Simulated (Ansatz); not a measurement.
# CH₃NOSSi: basis-set convergence

Aim: see how fast density functionals converge with the basis set for CH₃NOSSi.

The runs use Ansatz 0.2.0, Gaussian basis; one geometry, several basis sets.

The runs, in order: PBE0-D4/def2-SVP; ωB97M-V/def2-SVP; PBE0-D4/def2-QZVPP; ωB97M-V/def2-QZVPP; the functionals' def2-TZVPP values are taken from earlier runs.

### 1 Structure used throughout

The geometry comes from an earlier relaxation with PBE0-D4 in a triple-zeta def2 set; it is a stationary point, not always the lowest conformer.

SMILES `N=C1S[SiH]1O`, 8 atoms, charge 0, spin multiplicity 1.

Atoms are counted from 1 here; the program's logs count them from 0.

Bond lengths: N1–C2 1.252 Å, N1–H6 1.020 Å, C2–S3 1.831 Å, C2–Si4 1.825 Å, S3–Si4 2.100 Å, Si4–O5 1.628 Å, Si4–H7 1.472 Å, O5–H8 0.960 Å. Angles: C2–N1–H6 110.6°, N1–C2–S3 127.6°, N1–C2–Si4 162.3°, S3–C2–Si4 70.1°, C2–S3–Si4 54.8°, C2–Si4–S3 55.1°, C2–Si4–O5 124.0°, C2–Si4–H7 122.3°, S3–Si4–O5 121.8°, S3–Si4–H7 120.6°, O5–Si4–H7 106.1°, Si4–O5–H8 117.8°.

### 2 PBE0-D4 in def2-SVP

Contents of in.yaml:

```yaml
crystal:
  periodic: [false, false, false]
  atoms:
    - {symbol: N, position_ang: [0.190863, 1.673758, 1.393294]}
    - {symbol: C, position_ang: [0.219834, 0.565647, 0.811552]}
    - {symbol: S, position_ang: [-0.007878, -1.092762, 1.554459]}
    - {symbol: Si, position_ang: [0.323030, -0.715292, -0.484637]}
    - {symbol: O, position_ang: [-0.831642, -0.972784, -1.603435]}
    - {symbol: H, position_ang: [0.347304, 2.431877, 0.729125]}
    - {symbol: H, position_ang: [1.597601, -1.091483, -1.118195]}
    - {symbol: H, position_ang: [-1.746812, -0.855962, -1.337863]}
basis:
  gaussian: {orbitals: def2-SVP}
hamiltonian: {xc: pbe0, dispersion: d4}
output: {orbitals: {seedname: orbitals}}
```

Further steps of the session: ωB97M-V in def2-SVP; PBE0-D4 in def2-QZVPP; ωB97M-V in def2-QZVPP.

**Question.** What will the summary of the whole plan be? Wanted: PBE0-D4: double and triple zeta above quadruple; ωB97M-V: double and triple zeta above quadruple.

The runs gave:

```
                                       quantity           value
PBE0-D4: double and triple zeta above quadruple  13.15, 0.86 eV
ωB97M-V: double and triple zeta above quadruple  13.21, 0.81 eV
```

**Reading.** For PBE0-D4 the step from double to triple zeta gains 12.29 eV and the next only 0.86 eV. Total energies overstate the basis error of differences, where much of it tends to cancel. The LUMO of ωB97M-V is positive and keeps falling with the basis (1.31 to 0.75 eV): an unbound level that the basis holds in place.
